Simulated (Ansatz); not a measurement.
# CH6N2Si2: how energies converge with the basis set

Aim: see how fast density functionals converge with the basis set for CH6N2Si2.

Method: one geometry, several basis sets; program: Ansatz 0.2.0, Gaussian basis.

Levels to be run: PBE0-D4/def2-SVP; ωB97M-V/def2-SVP; PBE0-D4/def2-QZVPP; ωB97M-V/def2-QZVPP; the functionals' def2-TZVPP values are taken from earlier runs.

## Step 1: The geometry

An earlier PBE0-D4 in a triple-zeta def2 set relaxation fixed the geometry.

SMILES `N#C[SiH2]N[SiH3]`, 11 atoms, charge 0, spin multiplicity 1.

Atoms are counted from 1 here; the program's logs count them from 0.

Bond lengths: N1–C2 1.152 Å, C2–Si3 1.862 Å, Si3–N4 1.707 Å, Si3–H6 1.479 Å, Si3–H7 1.477 Å, N4–Si5 1.736 Å, N4–H8 1.011 Å, Si5–H9 1.486 Å, Si5–H10 1.483 Å, Si5–H11 1.486 Å. Angles: N1–C2–Si3 178.9°, C2–Si3–N4 111.9°, C2–Si3–H6 105.1°, C2–Si3–H7 105.7°, N4–Si3–H6 111.2°, N4–Si3–H7 110.0°, H6–Si3–H7 112.7°, Si3–N4–Si5 127.8°, Si3–N4–H8 115.5°, Si5–N4–H8 116.0°, N4–Si5–H9 112.1°, N4–Si5–H10 106.3°, N4–Si5–H11 110.3°, H9–Si5–H10 109.7°, H9–Si5–H11 108.2°, H10–Si5–H11 110.3°.

## Step 2: PBE0-D4 in def2-SVP

The input, in.yaml:

```yaml
crystal:
  periodic: [false, false, false]
  atoms:
    - {symbol: N, position_ang: [-2.919448, 1.602790, 0.734350]}
    - {symbol: C, position_ang: [-1.867364, 1.473760, 0.282498]}
    - {symbol: Si, position_ang: [-0.174572, 1.231279, -0.454554]}
    - {symbol: N, position_ang: [0.197809, -0.421231, -0.667426]}
    - {symbol: Si, position_ang: [0.946606, -1.498478, 0.469512]}
    - {symbol: H, position_ang: [-0.214826, 1.941536, -1.751701]}
    - {symbol: H, position_ang: [0.770302, 1.843454, 0.501702]}
    - {symbol: H, position_ang: [-0.183474, -0.849974, -1.499992]}
    - {symbol: H, position_ang: [-0.015650, -2.490040, 1.016908]}
    - {symbol: H, position_ang: [1.467623, -0.648977, 1.568292]}
    - {symbol: H, position_ang: [2.058395, -2.241019, -0.178985]}
basis:
  gaussian: {orbitals: def2-SVP}
hamiltonian: {xc: pbe0, dispersion: d4}
output: {orbitals: {seedname: orbitals}}
```

Started as:

```bash
ansatz run in.yaml --threads 4 --pin off --events-out ev --progress --plain --max-ram 10444MiB
```

The runs that follow: ωB97M-V in def2-SVP; PBE0-D4 in def2-QZVPP; ωB97M-V in def2-QZVPP.

**Question.** What will the summary of the whole plan be? Wanted: PBE0-D4: double and triple zeta above quadruple; ωB97M-V: double and triple zeta above quadruple.

The runs gave:

```
                                       quantity           value
PBE0-D4: double and triple zeta above quadruple  11.22, 0.78 eV
ωB97M-V: double and triple zeta above quadruple  11.37, 0.71 eV
```

What this shows: For PBE0-D4 the step from double to triple zeta gains 10.44 eV and the next only 0.78 eV. These are total energies; as a rule much of such shifts cancels in differences, which this series doesn't test. The LUMO of ωB97M-V is positive and keeps falling with the basis (1.42 to 0.66 eV): an unbound level that the basis holds in place.
